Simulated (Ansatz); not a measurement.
A nudged elastic band was laid between two geometries of a periodic cell of 17 atoms, Si (host Si, host structure diamond, interstitial Si).

All numbers below come from DFT PBE, scalar-relativistic, plane waves, PAW in Ansatz 0.2.0. Settings: PAW set soft_1, cutoff 420 eV, k mesh 2x2x2, gaussian smearing 0.05 eV, no spin polarisation.

```
movable images  : 7
climbing image  : yes
spring          : 1.0 eV/Å²
optimiser       : quadratic models (default)
start path      : straight line
force threshold : 0.03 eV/Å
iteration limit : 33
end points      : relaxed
```

Initial state:

```xyz
17
Lattice="0.0000 5.4300 5.4300 5.4300 0.0000 5.4300 5.4300 5.4300 0.0000" Properties=species:S:1:pos:R:3
Si -0.022 0.021 -0.028
Si 1.358 1.387 1.355
Si 2.720 2.709 -0.006
Si 4.043 4.071 1.355
Si 2.738 0.021 2.736
Si 4.072 1.356 4.070
Si 5.408 2.690 2.736
Si 6.788 4.071 4.103
Si -0.004 2.707 2.715
Si 1.358 4.071 4.034
Si 2.723 5.433 2.716
Si 4.073 6.786 4.071
Si 2.738 2.691 5.403
Si 4.106 4.071 6.785
Si 5.426 5.432 5.422
Si 6.789 6.752 6.785
Si 6.788 9.500 6.784
```

Final state:

```xyz
17
Lattice="0.0000 5.4300 5.4300 5.4300 0.0000 5.4300 5.4300 5.4300 0.0000" Properties=species:S:1:pos:R:3
Si -0.001 0.001 0.000
Si 1.354 1.352 1.353
Si 2.717 2.713 0.033
Si 4.078 4.076 1.353
Si 2.716 0.033 2.714
Si 4.076 1.354 4.076
Si 5.397 2.714 2.714
Si 6.768 4.092 4.093
Si 0.034 2.714 2.716
Si 1.353 4.077 4.078
Si 2.716 5.396 2.716
Si 4.100 6.761 4.098
Si 2.715 2.715 5.397
Si 4.097 4.095 6.764
Si 5.435 5.425 5.430
Si 6.765 6.763 6.764
Si 8.150 8.140 8.145
```

Task: Which bonds break or form, and what moves?

Result: Contacts lost: Si1–Si17. Contacts made: Si12–Si17. The atom that moves furthest is Si17, by 2.36 Å.

Task: Give the energies along the band, and the barrier.

Result: The run converged. The highest image is number 4 of 0 to 8, 0.31 eV above the ends, which have the same energy within 2 meV. By the program's own check the climbing image is a first-order saddle point (lowest curvatures found: -0.27 and 0.53 eV/Å²). Limits of this set-up: coarse k mesh.

```
image  path coordinate (Å)  energy (eV)  Si1–Si17 (Å)  Si12–Si17 (Å)
    0                 0.00         0.00          2.39           4.70
    1                 0.41         0.06          2.43           4.36
    2                 0.83         0.24          2.51           4.00
    3                 1.24         0.29          2.74           3.59
    4                 1.66         0.31          3.15           3.15
    5                 2.08         0.29          3.59           2.74
    6                 2.49         0.24          4.00           2.51
    7                 2.91         0.06          4.37           2.43
    8                 3.33         0.00          4.70           2.39
```

Task: What is the geometry of the highest image?

Result: 
```xyz
17
Lattice="0.0000 5.4300 5.4300 5.4300 0.0000 5.4300 5.4300 5.4300 0.0000" Properties=species:S:1:pos:R:3
Si 0.217 -0.218 0.214
Si 1.424 1.377 1.421
Si 2.651 2.778 0.020
Si 4.053 4.006 1.421
Si 2.805 0.102 2.802
Si 4.277 1.153 4.274
Si 5.328 2.624 2.802
Si 6.700 4.159 4.175
Si 0.023 2.778 2.648
Si 1.424 4.006 4.050
Si 2.651 5.406 2.648
Si 3.857 7.002 3.855
Si 2.805 2.624 5.325
Si 4.178 4.159 6.697
Si 5.228 5.631 5.225
Si 6.700 6.682 6.697
Si 7.467 8.823 7.464
```

Time of the run: 7 min on 1 thread of Arm Neoverse V2 (shared host), peak memory 0.91 GiB.
